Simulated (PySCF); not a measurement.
# C2H6OSeSi: the cost of one run

Computed with PySCF 2.14.0, with density-fitted response routines of our own, on a single molecule in the gas phase. Atoms count from 0, in the outputs and in this text.

**1. The molecule as given**

11 atoms, charge 0, multiplicity 1; geometry from: GFN2-xTB. The atoms were then displaced at random by about 0.01 Å, so the start is not that level's minimum.

Bonds of the start (Å): C0–C1 1.47, C1–O2 1.21, C1–Si3 1.96, Si3–Se4 2.22, C0–H5 1.12, C0–H6 1.08, C0–H7 1.09, Si3–H8 1.47, Si3–H9 1.49, Se4–H10 1.42.

**2. Optimising the geometry at PBE0-D3(BJ)/def2-SVP**

What the job is given:

```
{"job": {"xc": "PBE0", "basis": "def2-SVP", "d3": "d3bj", "grid": 1, "shake": 0.01, "kind": "geom"}, "charge": 0, "multiplicity": 1}
C     -1.583810     0.136280    -0.580340
C     -0.144000    -0.134500    -0.531880
O      0.429170    -0.724720    -1.413170
Si     0.857330     0.496230     1.026220
Se     2.903920    -0.219100     0.553190
H     -1.752560     1.244090    -0.540500
H     -2.076850    -0.275310     0.288450
H     -2.037420    -0.228360    -1.498360
H      0.720660     1.954840     1.125760
H      0.257730    -0.137720     2.231760
H      2.463950    -0.782760    -0.676800
```

On the command line:

```console
$ OMP_NUM_THREADS=1 python probes_run.py task.json out
```

The driver reads the jobs from task.json and runs them one after another.

**Question.** How long does this first job take on 1 thread of AMD EPYC 9R45, shared host, and how much memory does it need?

About 24 s, with a peak of 0.51 GiB.
